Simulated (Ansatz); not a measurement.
**C₂H₇MgNS: basis-set convergence**

The task here is to estimate one member of a computed series from the others.

Computed with Ansatz 0.2.0, Gaussian basis. Level: one geometry, several basis sets.

The runs, in order: PBE0-D4/def2-SVP; ωB97M-V/def2-SVP; PBE0-D4/def2-QZVPP; ωB97M-V/def2-QZVPP; the functionals' def2-TZVPP values are taken from earlier runs.

**The relaxed structure**

All runs share one geometry, relaxed beforehand with PBE0-D4 in a triple-zeta def2 set.

SMILES `C[N](C)[Mg][SH]`, 12 atoms, charge 0, spin multiplicity 1.

Atoms are counted from 1 here; the program's logs count them from 0.

Bond lengths: C1–N2 1.439 Å, C1–H6 1.103 Å, C1–H7 1.103 Å, C1–H8 1.096 Å, N2–C3 1.439 Å, N2–Mg4 1.890 Å, C3–H9 1.103 Å, C3–H10 1.096 Å, C3–H11 1.103 Å, Mg4–S5 2.289 Å, S5–H12 1.345 Å. Angles: N2–C1–H6 112.3°, N2–C1–H7 112.3°, N2–C1–H8 111.6°, H6–C1–H7 106.5°, H6–C1–H8 106.9°, H7–C1–H8 106.9°, C1–N2–C3 110.7°, C1–N2–Mg4 124.7°, C3–N2–Mg4 124.6°, N2–C3–H9 112.3°, N2–C3–H10 111.6°, N2–C3–H11 112.3°, H9–C3–H10 106.9°, H9–C3–H11 106.5°, H10–C3–H11 106.9°, N2–Mg4–S5 179.1°, Mg4–S5–H12 92.8°.

Set-up of the first run:

in.yaml reads:

```yaml
crystal:
  periodic: [false, false, false]
  atoms:
    - {symbol: C, position_ang: [-0.965081, -0.942322, 0.791302]}
    - {symbol: N, position_ang: [0.027981, -0.225199, 0.035850]}
    - {symbol: C, position_ang: [1.332283, -0.799618, 0.235819]}
    - {symbol: Mg, position_ang: [-0.331273, 1.266332, -1.067218]}
    - {symbol: S, position_ang: [-0.771680, 3.050943, -2.431094]}
    - {symbol: H, position_ang: [-0.759869, -0.925134, 1.875370]}
    - {symbol: H, position_ang: [-1.024319, -2.005304, 0.501246]}
    - {symbol: H, position_ang: [-1.965330, -0.517552, 0.649732]}
    - {symbol: H, position_ang: [1.642621, -0.775903, 1.294469]}
    - {symbol: H, position_ang: [2.101057, -0.264961, -0.333480]}
    - {symbol: H, position_ang: [1.376850, -1.856150, -0.079341]}
    - {symbol: H, position_ang: [-0.586339, 3.939468, -1.438655]}
basis:
  gaussian: {orbitals: def2-SVP}
hamiltonian: {xc: pbe0, dispersion: d4}
output: {orbitals: {seedname: orbitals}}
```

Among the steps run: PBE0-D4 in def2-SVP; ωB97M-V in def2-SVP; PBE0-D4 in def2-QZVPP; ωB97M-V in def2-QZVPP.

One of the session's tables, all rows but one given; the rest of the session is left out.

It belongs to the step «Functionals by basis». 

```
functional       basis  HOMO (eV)  LUMO (eV)
   PBE0-D4    def2-SVP      -5.54      -1.06
   PBE0-D4  def2-TZVPP      -5.62      -1.17
   PBE0-D4  def2-QZVPP      -5.63      -1.21
   ωB97M-V    def2-SVP          ?          ?
   ωB97M-V  def2-TZVPP      -7.93       0.16
   ωB97M-V  def2-QZVPP      -7.94      -0.02
```

**Question.** Estimate the row for ωB97M-V, def2-SVP.

**Answer.** HOMO (eV): -7.84; LUMO (eV): 0.26. In the column «HOMO (eV)» it lies between ωB97M-V, def2-TZVPP (-7.93) and PBE0-D4, def2-QZVPP (-5.63).
